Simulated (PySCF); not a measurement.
**Pb(NH2)2: how settings move a single point**

Aim: repeat the single point on relaxed Pb(NH2)2 with altered settings, some of them bad on purpose. It is a constructed species; whether it can be made isn't addressed.

The runs use PySCF 2.14.0; B3LYP, Pb def2-SVP with ECP60, N def2-SVP, H def2-SVP; scalar-relativistic core potentials, no spin–orbit coupling.

1 further run of the same task is left out (for a known fault of the program).

## Step 1: Starting geometry

7 atoms, charge 0, spin multiplicity 1.

Bond lengths: Pb1–N2 2.161 Å, Pb1–N5 2.161 Å, N2–H3 1.019 Å, N2–H4 1.018 Å, N5–H6 1.018 Å, N5–H7 1.018 Å. Angles: N2–Pb1–N5 93.3°, Pb1–N2–H3 124.2°, Pb1–N2–H4 122.0°, H3–N2–H4 109.9°, Pb1–N5–H6 121.8°, Pb1–N5–H7 123.6°, H6–N5–H7 110.0°.

Geometry (Å):

```mol
H4N2Pb
  3D, bonds by distance, orders not assigned

  7  6  0  0  0  0  0  0  0  0999 V2000
    0.0672   -1.3757    0.0123 Pb  0  0
   -0.2692    0.1059    1.5490 N   0  0
   -0.1658    1.1093    1.4083 H   0  0
   -0.1881   -0.1159    2.5393 H   0  0
    0.2475    0.1060   -1.5507 N   0  0
    0.1770   -0.1418   -2.5355 H   0  0
    0.0198    1.0901   -1.4227 H   0  0
  1  2  8  0
  1  5  8  0
  2  3  8  0
  2  4  8  0
  5  6  8  0
  5  7  8  0
M  END
```

Formal oxidation states: Pb +2. An earlier session relaxed this geometry at B3LYP, Pb def2-SVP with ECP60, N def2-SVP, H def2-SVP (singlet, point group C2).

The sound run used a (50, 194) grid (finer on f atoms), a threshold of 1e-8 and at most 55 cycles, and ended at -304.768091 Eh.

## Step 2: Try 1

The input, run.py (the lines that set the calculation):

```python
mol = gto.M(atom='''
Pb     0.06724    -1.37565     0.01235
N     -0.26924     0.10587     1.54900
H     -0.16576     1.10934     1.40828
H     -0.18811    -0.11587     2.53926
N      0.24753     0.10596    -1.55068
H      0.17700    -0.14181    -2.53550
H      0.01981     1.09011    -1.42270''',
    basis={'Pb': 'def2-SVP', 'N': 'def2-SVP', 'H': 'def2-SVP'},
    ecp={'Pb': 'def2-SVP'},
    charge=0, spin=0)
mf = dft.RKS(mol, xc='B3LYP')
mf.grids.atom_grid = (50, 194)
mf = mf.density_fit()  # fitting sets: Pb def2-universal-JKFIT, N def2-universal-JKFIT, H def2-universal-JKFIT
mf.conv_tol = 1e-08; mf.max_cycle = 55
mf.kernel(dm0)  # dm0: smeared density
```

Launch:

```
$ OMP_NUM_THREADS=2 python run.py
```

What it wrote:

```text
init E= -304.733639392635
  HOMO = -0.212831151400939  LUMO = -0.0521093680607976  gap/eV = 4.37346
cycle= 1 E= -304.767088348904  delta_E= -0.0334  |g|= 0.0547  |ddm|= 0.161
  HOMO = -0.195574531541697  LUMO = -0.0490920154430459  gap/eV = 3.98599
cycle= 2 E= -304.763560774942  delta_E= 0.00353  |g|= 0.13  |ddm|= 0.184
  HOMO = -0.20799386323214  LUMO = -0.0498980033150698  gap/eV = 4.30201
cycle= 3 E= -304.768074805971  delta_E= -0.00451  |g|= 0.00636  |ddm|= 0.108
  HOMO = -0.208540022333583  LUMO = -0.0492925079838393  gap/eV = 4.33335
cycle= 4 E= -304.768090737699  delta_E= -1.59e-05  |g|= 0.00103  |ddm|= 0.0101
  HOMO = -0.208704393401085  LUMO = -0.0493559955476357  gap/eV = 4.33609
cycle= 5 E= -304.768090971845  delta_E= -2.34e-07  |g|= 0.000236  |ddm|= 0.0012
  HOMO = -0.208709264657507  LUMO = -0.0493507810215998  gap/eV = 4.33637
cycle= 6 E= -304.768090972622  delta_E= -7.77e-10  |g|= 0.000226  |ddm|= 0.000416
  HOMO = -0.20870981194747  LUMO = -0.0493496277731236  gap/eV = 4.33641
cycle= 7 E= -304.768090985665  delta_E= -1.3e-08  |g|= 1.63e-05  |ddm|= 0.000207
  HOMO = -0.208711543880945  LUMO = -0.0493508836098453  gap/eV = 4.33642
cycle= 8 E= -304.76809098574  delta_E= -7.5e-11  |g|= 3.67e-06  |ddm|= 2.65e-05
  HOMO = -0.208711827860215  LUMO = -0.0493504253678037  gap/eV = 4.33644
Extra cycle  E= -304.76809098574  delta_E= -2.84e-13  |g|= 4.38e-06  |ddm|= 9.65e-06
converged SCF energy = -304.76809098574
```

It took 4.6 s on 2 threads of AMD EPYC (Zen 3), shared host.

Changed: the starting guess (smeared density). It converges in 8 cycles, at the sound run's energy within 0.001 eV, with a largest force component of 0.02 eV/Å. The result survives the change.

## Step 3: Try 2

Changes to run.py (the lines that set the calculation) since step 2:

```diff
@@ -12,5 +12,5 @@
 mf = dft.RKS(mol, xc='B3LYP')
-mf.grids.atom_grid = (50, 194)
+mf.grids.atom_grid = (99, 590)
 mf = mf.density_fit()  # fitting sets: Pb def2-universal-JKFIT, N def2-universal-JKFIT, H def2-universal-JKFIT
 mf.conv_tol = 1e-08; mf.max_cycle = 55
-mf.kernel(dm0)  # dm0: smeared density
+mf.kernel(dm0)  # dm0: free metal ions and neutral atoms
```

Launch:

```
$ OMP_NUM_THREADS=2 python run.py
```

What it wrote:

```text
init E= -310.955384169823
  HOMO = -0.0140397895775379  LUMO = 0.00107860927938219  gap/eV = 0.41139
cycle= 1 E= -300.931834318837  delta_E=   10  |g|= 2.97  |ddm|= 4.68
  HOMO = -0.322756911843632  LUMO = -0.31693005080863  gap/eV = 0.15856
cycle= 2 E= -288.769091374358  delta_E= 12.2  |g|= 6.86  |ddm|= 8.77
  HOMO = -0.363344150484153  LUMO = -0.116817785859988  gap/eV = 6.70832
cycle= 3 E= -303.387770214799  delta_E= -14.6  |g|= 2.29  |ddm|=  7.2
  HOMO = -0.179919261293502  LUMO = -0.00482918612165834  gap/eV = 4.76444
cycle= 4 E= -304.59484807051  delta_E= -1.21  |g|= 0.666  |ddm|= 2.45
  HOMO = -0.22060545052064  LUMO = -0.0625901273791634  gap/eV = 4.29982
cycle= 5 E= -304.757690336639  delta_E= -0.163  |g|= 0.19  |ddm|= 1.25
  HOMO = -0.206142066781737  LUMO = -0.0491345019413334  gap/eV = 4.27239
cycle= 6 E= -304.767879367467  delta_E= -0.0102  |g|= 0.023  |ddm|= 0.237
  HOMO = -0.207946829488481  LUMO = -0.049370571250952  gap/eV = 4.31508
cycle= 7 E= -304.76772414125  delta_E= 0.000155  |g|= 0.0332  |ddm|= 0.0457
  HOMO = -0.208499568671327  LUMO = -0.0493794965652707  gap/eV = 4.32988
cycle= 8 E= -304.768003271057  delta_E= -0.000279  |g|= 0.00395  |ddm|= 0.0314
  HOMO = -0.208672454301224  LUMO = -0.0493190090702278  gap/eV = 4.33623
cycle= 9 E= -304.768007370098  delta_E= -4.1e-06  |g|= 0.000396  |ddm|= 0.00395
  HOMO = -0.208700724347771  LUMO = -0.04934618167065  gap/eV = 4.33626
cycle= 10 E= -304.76800741161  delta_E= -4.15e-08  |g|= 7.3e-05  |ddm|= 0.000668
  HOMO = -0.208694004874307  LUMO = -0.0493469724359983  gap/eV = 4.33605
cycle= 11 E= -304.768007412941  delta_E= -1.33e-09  |g|= 2.98e-05  |ddm|= 0.000154
  HOMO = -0.208703095659015  LUMO = -0.0493447716869255  gap/eV = 4.33636
Extra cycle  E= -304.768007412047  delta_E= 8.94e-10  |g|= 6.65e-05  |ddm|= 0.0001
converged SCF energy = -304.768007412047
```

It took 15 s on 2 threads of AMD EPYC (Zen 3), shared host.

Changed: the integration grid, to (99, 590). It converges in 11 cycles, +0.002 eV from the sound run, with a largest force component of 0.02 eV/Å. The result survives the change.

## Step 4: Try 3

Changes to run.py (the lines that set the calculation) since step 3:

```diff
@@ -12,5 +12,5 @@
 mf = dft.RKS(mol, xc='B3LYP')
-mf.grids.atom_grid = (99, 590)
+mf.grids.atom_grid = (50, 194)
 mf = mf.density_fit()  # fitting sets: Pb def2-universal-JKFIT, N def2-universal-JKFIT, H def2-universal-JKFIT
-mf.conv_tol = 1e-08; mf.max_cycle = 55
-mf.kernel(dm0)  # dm0: free metal ions and neutral atoms
+mf.conv_tol = 1e-08; mf.max_cycle = 79
+mf.kernel(dm0)  # dm0: core Hamiltonian
```

Launch:

```
$ OMP_NUM_THREADS=2 python run.py
```

What it wrote:

```text
init E= -287.387157643693
  HOMO = 0.349494576707073  LUMO = 0.490881986401893  gap/eV = 3.84735
cycle= 1 E= -254.816846617229  delta_E= 32.6  |g|= 8.38  |ddm|= 33.6
  HOMO = -2.01215575483845  LUMO = -1.91815919697336  gap/eV = 2.55778
cycle= 2 E= -286.532030136193  delta_E= -31.7  |g|= 7.41  |ddm|= 33.5
  HOMO = -1.20544496979668  LUMO = -0.707298358483908  gap/eV = 13.55526
cycle= 3 E= -299.629217747961  delta_E= -13.1  |g|=  4.5  |ddm|= 11.7
  HOMO = -0.254012447867073  LUMO = -0.230227622886291  gap/eV = 0.64722
cycle= 4 E= -299.255858788854  delta_E= 0.373  |g|= 3.47  |ddm|= 6.52
  HOMO = -0.358610792728582  LUMO = -0.215112739796027  gap/eV = 3.90478
cycle= 5 E= -304.530791281654  delta_E= -5.27  |g|= 0.898  |ddm|= 5.59
  HOMO = -0.180260158894711  LUMO = -0.0760905048966052  gap/eV = 2.83460
cycle= 6 E= -304.675108448676  delta_E= -0.144  |g|= 0.502  |ddm|= 1.96
  HOMO = -0.21508027742043  LUMO = -0.0575152986212704  gap/eV = 4.28756
cycle= 7 E= -304.756135558072  delta_E= -0.081  |g|= 0.211  |ddm|= 0.721
  HOMO = -0.202577144083183  LUMO = -0.0493544890257631  gap/eV = 4.16940
cycle= 8 E= -304.748881151287  delta_E= 0.00725  |g|= 0.275  |ddm|= 0.428
  HOMO = -0.209119639111618  LUMO = -0.0478979487476092  gap/eV = 4.38707
cycle= 9 E= -304.768001439889  delta_E= -0.0191  |g|= 0.0164  |ddm|= 0.236
  HOMO = -0.208732002884419  LUMO = -0.048934116875726  gap/eV = 4.34832
cycle= 10 E= -304.768084245519  delta_E= -8.28e-05  |g|= 0.00437  |ddm|= 0.0203
  HOMO = -0.208726748471138  LUMO = -0.049345052726002  gap/eV = 4.33700
cycle= 11 E= -304.768090916313  delta_E= -6.67e-06  |g|= 0.000486  |ddm|= 0.00695
  HOMO = -0.208712141428126  LUMO = -0.0493484338304686  gap/eV = 4.33651
cycle= 12 E= -304.768090983595  delta_E= -6.73e-08  |g|= 7.93e-05  |ddm|= 0.000646
  HOMO = -0.208711018021592  LUMO = -0.0493495974063194  gap/eV = 4.33645
cycle= 13 E= -304.768090985713  delta_E= -2.12e-09  |g|= 1.08e-05  |ddm|= 0.000109
  HOMO = -0.208711485920077  LUMO = -0.0493509910791232  gap/eV = 4.33642
Extra cycle  E= -304.768090985704  delta_E= 8.98e-12  |g|= 1.24e-05  |ddm|= 2.53e-05
converged SCF energy = -304.768090985704
```

Run time: 5.7 s. Hardware: 2 threads of AMD EPYC (Zen 3), shared host.

Changed: the starting guess (bare core Hamiltonian); the cycle limit is 79. It converges in 13 cycles, at the sound run's energy within 0.001 eV, with a largest force component of 0.02 eV/Å. The result survives the change.

## Step 5: Try 4

The input, run.py (the lines that set the calculation):

```python
mol = gto.M(atom='''
Pb     0.06320    -1.29311     0.01161
N     -0.25309     0.09952     1.45606
H     -0.15581     1.04278     1.32378
H     -0.17683    -0.10892     2.38691
N      0.23268     0.09961    -1.45764
H      0.16638    -0.13330    -2.38337
H      0.01862     1.02470    -1.33734''',
    basis={'Pb': 'def2-SVP', 'N': 'def2-SVP', 'H': 'def2-SVP'},
    ecp={'Pb': 'def2-SVP'},
    charge=0, spin=0)
mf = dft.RKS(mol, xc='B3LYP')
mf.grids.atom_grid = (50, 194)
mf = mf.density_fit()  # fitting sets: Pb def2-universal-JKFIT, N def2-universal-JKFIT, H def2-universal-JKFIT
mf.conv_tol = 1e-08; mf.max_cycle = 55
mf.kernel(dm0)  # dm0: free metal ions and neutral atoms
```

Launch:

```
$ OMP_NUM_THREADS=2 python run.py
```

What it wrote:

```text
init E= -311.288230978143
  HOMO = -0.00917804185717137  LUMO = -0.00434041672284374  gap/eV = 0.13164
cycle= 1 E= -302.324921879369  delta_E= 8.96  |g|= 2.72  |ddm|= 3.88
  HOMO = -0.310177134812422  LUMO = -0.242113443284607  gap/eV = 1.85211
cycle= 2 E= -299.201152066396  delta_E= 3.12  |g|= 4.25  |ddm|= 6.97
  HOMO = -0.251759814289461  LUMO = -0.0623340694435335  gap/eV = 5.15454
cycle= 3 E= -304.605977412858  delta_E= -5.4  |g|= 0.69  |ddm|=  5.7
  HOMO = -0.184550909703237  LUMO = -0.0147300356890465  gap/eV = 4.62106
cycle= 4 E= -304.711263090865  delta_E= -0.105  |g|= 0.35  |ddm|= 1.11
  HOMO = -0.210775446945227  LUMO = -0.035193334481356  gap/eV = 4.77783
cycle= 5 E= -304.734440113853  delta_E= -0.0232  |g|= 0.186  |ddm|= 0.519
  HOMO = -0.221022737958917  LUMO = -0.039915787602979  gap/eV = 4.92817
cycle= 6 E= -304.7422706605  delta_E= -0.00783  |g|= 0.0457  |ddm|= 0.205
  HOMO = -0.220076521608414  LUMO = -0.0362397828585959  gap/eV = 5.00245
cycle= 7 E= -304.74279139128  delta_E= -0.000521  |g|= 0.00474  |ddm|= 0.0615
  HOMO = -0.220475472460368  LUMO = -0.0364731745800384  gap/eV = 5.00696
cycle= 8 E= -304.742797152463  delta_E= -5.76e-06  |g|= 0.000741  |ddm|= 0.00636
  HOMO = -0.220502844627822  LUMO = -0.0364465001920564  gap/eV = 5.00843
cycle= 9 E= -304.742797289679  delta_E= -1.37e-07  |g|= 0.000168  |ddm|= 0.00114
  HOMO = -0.2205199179897  LUMO = -0.036443085208667  gap/eV = 5.00899
cycle= 10 E= -304.742797300018  delta_E= -1.03e-08  |g|= 2e-05  |ddm|= 0.000271
  HOMO = -0.220520953569787  LUMO = -0.0364440157810026  gap/eV = 5.00899
cycle= 11 E= -304.742797300143  delta_E= -1.24e-10  |g|= 1.94e-06  |ddm|= 3.07e-05
  HOMO = -0.220520664378808  LUMO = -0.0364440343148651  gap/eV = 5.00898
Extra cycle  E= -304.742797300141  delta_E= 1.14e-12  |g|= 1.72e-06  |ddm|= 5.75e-06
converged SCF energy = -304.742797300141
```

Run time: 5.3 s. Hardware: 2 threads of AMD EPYC (Zen 3), shared host.

Changed: the scale of all coordinates (0.94). It converges in 11 cycles, +0.688 eV from the sound run, with a largest force component of 3.62 eV/Å. The setting is unsound, so these numbers aren't the compound's.

## Step 6: Try 5

The input, run.py (the lines that set the calculation):

```python
mol = gto.M(atom='''
Pb     0.06724    -1.37565     0.01235
N     -0.26924     0.10587     1.54900
H     -0.16576     1.10934     1.40828
H     -0.18811    -0.11587     2.53926
N      0.24753     0.10596    -1.55068
H      0.17700    -0.14181    -2.53550
H      0.01981     1.09011    -1.42270''',
    basis={'Pb': 'def2-SVP', 'N': 'def2-SVP', 'H': 'def2-SVP'},
    ecp={'Pb': 'def2-SVP'},
    charge=0, spin=0)
mf = dft.RKS(mol, xc='B3LYP')
mf.grids.atom_grid = (50, 194)
mf = mf.density_fit()  # fitting sets: Pb def2-universal-JKFIT, N def2-universal-JKFIT, H def2-universal-JKFIT
mf.conv_tol = 0.0001; mf.max_cycle = 55
mf.kernel(dm0)  # dm0: free metal ions and neutral atoms
```

Launch:

```
$ OMP_NUM_THREADS=2 python run.py
```

What it wrote:

```text
init E= -310.955434830085
  HOMO = -0.0140431736507143  LUMO = 0.00107576989611502  gap/eV = 0.41141
cycle= 1 E= -300.931795415245  delta_E=   10  |g|= 2.97  |ddm|= 4.68
  HOMO = -0.322750144969043  LUMO = -0.316829498440364  gap/eV = 0.16111
cycle= 2 E= -288.770172245924  delta_E= 12.2  |g|= 6.85  |ddm|= 8.77
  HOMO = -0.363348082501302  LUMO = -0.116846032918064  gap/eV = 6.70766
cycle= 3 E= -303.388148426089  delta_E= -14.6  |g|= 2.29  |ddm|=  7.2
  HOMO = -0.179921907415705  LUMO = -0.00482175628243371  gap/eV = 4.76472
cycle= 4 E= -304.594955943385  delta_E= -1.21  |g|= 0.666  |ddm|= 2.45
  HOMO = -0.220625092755052  LUMO = -0.0625864198987625  gap/eV = 4.30045
cycle= 5 E= -304.757770418048  delta_E= -0.163  |g|= 0.19  |ddm|= 1.25
  HOMO = -0.206160738415635  LUMO = -0.0491413559088372  gap/eV = 4.27272
cycle= 6 E= -304.767965805553  delta_E= -0.0102  |g|= 0.0228  |ddm|= 0.237
  HOMO = -0.207975557308991  LUMO = -0.0493780687683216  gap/eV = 4.31566
cycle= 7 E= -304.767816208418  delta_E= 0.00015  |g|= 0.0327  |ddm|= 0.0451
  HOMO = -0.208514132424048  LUMO = -0.0493848841366322  gap/eV = 4.33013
cycle= 8 E= -304.768086742862  delta_E= -0.000271  |g|= 0.004  |ddm|= 0.031
  HOMO = -0.208687377197672  LUMO = -0.0493243725230492  gap/eV = 4.33649
cycle= 9 E= -304.768090942543  delta_E= -4.2e-06  |g|= 0.000396  |ddm|= 0.00398
  HOMO = -0.208728059041059  LUMO = -0.0493713055429819  gap/eV = 4.33632
Extra cycle  E= -304.768090962764  delta_E= -2.02e-08  |g|= 0.000295  |ddm|= 0.000965
converged SCF energy = -304.768090962764
```

Wall time 4.6 s (2 threads of AMD EPYC (Zen 3), shared host).

Changed: the SCF threshold (0.0001). It converges in 9 cycles, at the sound run's energy within 0.001 eV, with a largest force component of 0.02 eV/Å. The result survives the change.

## Step 7: Try 6

Changes to run.py (the lines that set the calculation) since step 6:

```diff
@@ -10,3 +10,3 @@
     ecp={'Pb': 'def2-SVP'},
-    charge=0, spin=0)
+    charge=-3, spin=0)
 mf = dft.RKS(mol, xc='B3LYP')
@@ -14,3 +14,3 @@
 mf = mf.density_fit()  # fitting sets: Pb def2-universal-JKFIT, N def2-universal-JKFIT, H def2-universal-JKFIT
-mf.conv_tol = 0.0001; mf.max_cycle = 55
+mf.conv_tol = 1e-08; mf.max_cycle = 61
 mf.kernel(dm0)  # dm0: free metal ions and neutral atoms
```

Launch:

```
$ OMP_NUM_THREADS=2 python run.py
```

What it wrote:

```text
RuntimeError: Electron number 43 and spin 0 are not consistent
Note mol.spin = 2S = Nalpha - Nbeta, not 2S+1
```

Hardware: 2 threads of AMD EPYC (Zen 3), shared host.

Changed: the charge (by -3); the cycle limit is 61. The program refuses it: the number of electrons and the spin don't fit.

## Step 8: Results

| run | changed | ending | energy change (eV) | cycles | time | usable |
| --- | --- | --- | --- | --- | --- | --- |
| 1 | the starting guess | converged | 0.000 | 8 | 4.6 s | yes |
| 2 | the integration grid | converged | +0.002 | 11 | 15 s | yes |
| 3 | the starting guess | converged | 0.000 | 13 | 5.7 s | yes |
| 4 | the scale of all coordinates | converged | +0.688 | 11 | 5.3 s | no |
| 5 | the SCF threshold | converged | 0.000 | 9 | 4.6 s | yes |
| 6 | the charge | refused | – | – | 0 s | no |

4 of 6 altered runs give a usable result. 1 ended normally with numbers unfit to quote.
